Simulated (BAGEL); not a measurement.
# HF/6-31G(d) (density fitting with qzvpp-jkfit, spherical functions) run of CH6GeO (SMILES C[O][GeH3])

Aim: the vertical singlet–triplet gap of CH6GeO at HF/6-31G* (density fitting with qzvpp-jkfit, spherical functions), from 2 runs. 

Program for the calculation: BAGEL 1.2.2.

1 further run of the same task is left out (it didn't finish).

## (1) The structure to begin with

CH6GeO has 9 atoms, charge 0, and is taken as a singlet. SMILES: `C[O][GeH3]`. Geometry: relaxed at PBE0-D4/def2-TZVP.

Bond lengths: C1–O2 1.406 Å, O2–Ge3 1.779 Å, C1–H4 1.093 Å, C1–H5 1.099 Å, C1–H6 1.099 Å, Ge3–H7 1.542 Å, Ge3–H8 1.531 Å, Ge3–H9 1.542 Å. Some angles: C1–O2–Ge3 117.8°, O2–C1–H4 108.1°, O2–C1–H5 112.2°, O2–C1–H6 112.2°, O2–Ge3–H7 108.9°, O2–Ge3–H8 104.9°, O2–Ge3–H9 108.9°, H4–C1–H5 108.0°, H4–C1–H6 108.0°, H5–C1–H6 108.1°.

## (2) The energy at HF/6-31G(d) (density fitting with qzvpp-jkfit, spherical functions)

input.json

```json
{ "bagel" : [

{
  "title" : "molecule",
  "basis" : "6-31gs.json",
  "df_basis" : "qzvpp-jkfit",
  "angstrom" : true,
  "geometry" : [
    { "atom" : "C", "xyz" : [   -0.461600,    0.939500,   -0.879600 ] },
    { "atom" : "O", "xyz" : [   -0.657300,   -0.383600,   -0.447300 ] },
    { "atom" : "Ge", "xyz" : [    0.409500,   -1.004400,    0.834300 ] },
    { "atom" : "H", "xyz" : [   -1.194400,    1.152600,   -1.661500 ] },
    { "atom" : "H", "xyz" : [    0.540900,    1.094500,   -1.301500 ] },
    { "atom" : "H", "xyz" : [   -0.607700,    1.666800,   -0.069200 ] },
    { "atom" : "H", "xyz" : [    1.870200,   -0.939000,    0.345100 ] },
    { "atom" : "H", "xyz" : [   -0.054100,   -2.444000,    1.070300 ] },
    { "atom" : "H", "xyz" : [    0.242900,   -0.128600,    2.092200 ] }
  ]
},
{
  "title" : "hf"
},
{
  "title" : "print",
  "file" : "orbitals.molden",
  "orbitals" : true
}

]}
```

The basis set 6-31G* is read from a file made from the Basis Set Exchange's data (not shown).

Launch:

```
$ BAGEL_NUM_THREADS=1 BAGEL input.json > input.out
```

The program printed:

```text
* using 1 threads per process

  ===============================================================
  ===============================================================

  *** Geometry ***

  { "atom" : "C", "xyz" : [     -0.872298,      1.775398,     -1.662203 ] },
  { "atom" : "O", "xyz" : [     -1.242117,     -0.724899,     -0.845274 ] },
  { "atom" : "Ge", "xyz" : [      0.773843,     -1.898041,      1.576599 ] },
  { "atom" : "H", "xyz" : [     -2.257089,      2.178098,     -3.139780 ] },
  { "atom" : "H", "xyz" : [      1.022153,      2.068305,     -2.459479 ] },
  { "atom" : "H", "xyz" : [     -1.148387,      3.149796,     -0.130769 ] },
  { "atom" : "H", "xyz" : [      3.534166,     -1.774453,      0.652144 ] },
  { "atom" : "H", "xyz" : [     -0.102234,     -4.618491,      2.022574 ] },
  { "atom" : "H", "xyz" : [      0.459014,     -0.243019,      3.953685 ] },

  Number of auxiliary basis functions:      526

  Since a DF basis is specified, we compute 2- and 3-index integrals:
    o Being stored without compression. Storage requirement is 0.022 GB

  Number of basis functions:       72
  Number of electrons      :       52

    * METHOD: MOLECULE                             0.25

  *** RHF ***

  === Nuclear Repulsion ===
   205.4353264977

      * DIIS with orbital gradients will be used.

  === RHF iteration (6-31gs.json) ===
      0      -2191.12563970          0.01940677           0.07
      1      -2191.21351282          0.01388377           0.06
      2      -2191.28128866          0.00151252           0.06
      3      -2191.28248797          0.00025869           0.07
      4      -2191.28251674          0.00007208           0.07
      5      -2191.28251932          0.00001653           0.07
      6      -2191.28251951          0.00000726           0.07
      7      -2191.28251954          0.00000187           0.07
      8      -2191.28251954          0.00000049           0.07
      9      -2191.28251954          0.00000023           0.07
     10      -2191.28251954          0.00000005           0.07
     11      -2191.28251954          0.00000002           0.07
     12      -2191.28251954          0.00000001           0.07
    * SCF iteration converged.

    * Permanent dipole moment:
           (   -0.439352,    -0.290164,    -0.274281) a.u.

    * METHOD: HF                                   1.07

    * METHOD: PRINT                                0.01

  ===============================================================
```

It took 1.5 s on 1 thread of Arm Neoverse V2, shared host; peak memory 0.12 GiB.

## (3) The triplet, same level

job.json

```json
{ "bagel": [

{
  "title": "molecule",
  "basis": "6-31gs.json",
  "df_basis": "qzvpp-jkfit",
  "angstrom": true,
  "geometry": [
    { "atom": "C", "xyz": [   -0.461600,    0.939500,   -0.879600 ] },
    { "atom": "O", "xyz": [   -0.657300,   -0.383600,   -0.447300 ] },
    { "atom": "Ge", "xyz": [    0.409500,   -1.004400,    0.834300 ] },
    { "atom": "H", "xyz": [   -1.194400,    1.152600,   -1.661500 ] },
    { "atom": "H", "xyz": [    0.540900,    1.094500,   -1.301500 ] },
    { "atom": "H", "xyz": [   -0.607700,    1.666800,   -0.069200 ] },
    { "atom": "H", "xyz": [    1.870200,   -0.939000,    0.345100 ] },
    { "atom": "H", "xyz": [   -0.054100,   -2.444000,    1.070300 ] },
    { "atom": "H", "xyz": [    0.242900,   -0.128600,    2.092200 ] }
  ]
},
{
  "title": "uhf",
  "nopen": 2
},
{
  "title": "print",
  "file": "orbitals.molden",
  "orbitals": true
}

]}
```

The basis set 6-31G* is read from a file made from the Basis Set Exchange's data (not shown).

Launch:

```
$ BAGEL_NUM_THREADS=1 BAGEL job.json > job.out
```

The program printed:

```text
* using 1 threads per process

  ===============================================================
  ===============================================================

  *** Geometry ***

  { "atom" : "C", "xyz" : [     -0.872298,      1.775398,     -1.662203 ] },
  { "atom" : "O", "xyz" : [     -1.242117,     -0.724899,     -0.845274 ] },
  { "atom" : "Ge", "xyz" : [      0.773843,     -1.898041,      1.576599 ] },
  { "atom" : "H", "xyz" : [     -2.257089,      2.178098,     -3.139780 ] },
  { "atom" : "H", "xyz" : [      1.022153,      2.068305,     -2.459479 ] },
  { "atom" : "H", "xyz" : [     -1.148387,      3.149796,     -0.130769 ] },
  { "atom" : "H", "xyz" : [      3.534166,     -1.774453,      0.652144 ] },
  { "atom" : "H", "xyz" : [     -0.102234,     -4.618491,      2.022574 ] },
  { "atom" : "H", "xyz" : [      0.459014,     -0.243019,      3.953685 ] },

  Number of auxiliary basis functions:      526

  Since a DF basis is specified, we compute 2- and 3-index integrals:
    o Being stored without compression. Storage requirement is 0.022 GB

  Number of basis functions:       72
  Number of electrons      :       52

    * METHOD: MOLECULE                             0.25

  *** Open-shell HF ***

  === Nuclear Repulsion ===
   205.4353264977

      * DIIS with orbital gradients will be used.

  === UHF iteration (6-31gs.json) ===
      0      -2190.75170690          0.04040617           0.13
      1      -2190.78516976          0.04586964           0.13
      2      -2190.81482792          0.04184193           0.13
      3      -2191.01828285          0.00498810           0.13
      4      -2191.03625448          0.00388169           0.13
      5      -2191.05074194          0.00190020           0.13
      6      -2191.05429599          0.00159469           0.13
      7      -2191.05462598          0.00067205           0.14
      8      -2191.05508776          0.00019318           0.13
      9      -2191.05518163          0.00007935           0.12
     10      -2191.05521345          0.00002573           0.13
     11      -2191.05521965          0.00001330           0.13
     12      -2191.05522109          0.00000789           0.13
     13      -2191.05522136          0.00000327           0.13
     14      -2191.05522140          0.00000182           0.13
     15      -2191.05522141          0.00000075           0.13
     16      -2191.05522141          0.00000034           0.13
     17      -2191.05522141          0.00000020           0.13
     18      -2191.05522141          0.00000012           0.13
     19      -2191.05522141          0.00000008           0.13
     20      -2191.05522141          0.00000006           0.13
     21      -2191.05522141          0.00000005           0.13
     22      -2191.05522141          0.00000004           0.13
     23      -2191.05522141          0.00000003           0.14
     24      -2191.05522141          0.00000002           0.13
     25      -2191.05522141          0.00000001           0.13
     26      -2191.05522141          0.00000000           0.13
    * SCF iteration converged.

    * S^2 (UHF) is 2.0144

    * Permanent dipole moment:
           (    0.602792,    -1.515717,     1.265045) a.u.

    * METHOD: UHF                                  3.76

    * METHOD: PRINT                                0.01

  ===============================================================
```

It took 4.2 s on 1 thread of Arm Neoverse V2, shared host; peak memory 0.12 GiB.

## (4) Summary of results

At HF/6-31G* (density fitting with qzvpp-jkfit, spherical functions):

| quantity | value |
| --- | --- |
| singlet: total energy | -2191.28252 Eh |
| singlet: dipole moment | 1.51 D |
| singlet: HOMO energy | -11.56 eV |
| singlet: LUMO energy | 3.44 eV |
| singlet: HOMO–LUMO gap | 14.99 eV |
| triplet: total energy | -2191.05522 Eh |
| triplet: dipole moment | 5.25 D |
| triplet: ⟨S²⟩ | 2.014 |
| vertical energy of the triplet above the singlet | 6.185 eV |

**Reading.** At this shape the triplet lies 6.19 eV (143 kcal/mol) above the singlet.
